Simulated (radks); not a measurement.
# Valence configurations of Si⁺

Aim: which of several valence configurations of Si⁺ lies lowest at this level, and whether it is the one NIST lists ([Ne] 3s2 3p1).

The numbers are computed with radks (a radial shooting solver on a logarithmic mesh, Libxc functionals) version 1 (scalar-relativistic Kohn-Sham, PBE, spin-polarised, spherical densities, point nucleus; open shells are filled with parallel spins first), except any that are marked as measured or tabulated.

## 1. The atom as given

| Property | Result |
| --- | --- |
| element | silicon (Z = 14) |
| charge | +1 |
| electrons | 13 |
| configuration | [Ne] 3s2 3p1 |
| others tried | 3s1 3p2; 3s1.5 3p1.5; 3p3; 3s0.5 3p2.5 |

The outer shells:

Si⁺
```
[Ne] core
3s [↑↓]
3p [↑ ][  ][  ]
```

## 2. [Ne] 3s2 3p1

Input:

```text
Z 14
configuration [Ne] 3s2 3p1
relativity scalar-relativistic
functional pbe,pbe
spin polarised
nucleus point
c 137.035999084
```

## 3. [Ne] 3s1 3p2

Input:

```text
Z 14
configuration [Ne] 3s1 3p2
relativity scalar-relativistic
functional pbe,pbe
spin polarised
nucleus point
c 137.035999084
```

## 4. [Ne] 3s1.5 3p1.5

Input:

```text
Z 14
configuration [Ne] 3s1.5 3p1.5
relativity scalar-relativistic
functional pbe,pbe
spin polarised
nucleus point
c 137.035999084
```

## 5. [Ne] 3p3

Input:

```text
Z 14
configuration [Ne] 3p3
relativity scalar-relativistic
functional pbe,pbe
spin polarised
nucleus point
c 137.035999084
```

## 6. [Ne] 3s0.5 3p2.5

Input:

```text
Z 14
configuration [Ne] 3s0.5 3p2.5
relativity scalar-relativistic
functional pbe,pbe
spin polarised
nucleus point
c 137.035999084
```

Before running it: what results should come out? Wanted: for each run, valence; E − E(NIST configuration); moment; highest level; its energy; 1s shift.

As calculated:

```tsv
valence	E − E(NIST configuration) (eV)	moment (μB)	highest level	its energy (eV)	1s shift (eV)
3s2 3p1	0.000	1	3p up	-12.115	+0.00
3s1.5 3p1.5	2.858	2	3p up	-12.759	-0.67
3s1 3p2	5.181	3	3p up	-13.273	-1.17
3s0.5 3p2.5	8.994	3	3p up	-13.562	-1.95
3p3	12.819	3	3p up	-13.840	-2.72
```

The NIST configuration is the lowest of those tried, 2.858 eV under 3s1.5 3p1.5. The energies are those of spherical high-spin densities, not of single terms. The 1s eigenvalue shifts by up to 2.72 eV as the valence charge is rearranged.
